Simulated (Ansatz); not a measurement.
# Cs: the cost of one run

Program: Ansatz 0.2.0. Level of theory: the levels named in each step. These are calculated values, not measurements.

### Step 1. Starting point

Coordinates:

```xyz
1

Cs    0.0000    0.0000    0.0000
```

### Step 2. Single point, PBE0/def2-TZVPPD

input.yaml

```yaml
crystal:
  periodic: [false, false, false]
  atoms:
    - { symbol: Cs, position_ang: [0.0, 0.0, 0.0] }
magnetization:
  spin_polarized: true
  initial_magnetization: 1
basis:
  gaussian: { orbitals: def2-TZVPPD.json }
hamiltonian:
  xc: pbe0
```

Run with:

```sh
$ ansatz run input.yaml --threads 1 --pin off --max-ram 2560MiB --backend cpu --events-out ev --progress --plain --runs-dir out
```

Q: Estimate wall time and peak memory on 1 thread of Intel Xeon at 2.70GHz, shared host.

About 1.6 s, with a peak of 0.12 GiB.
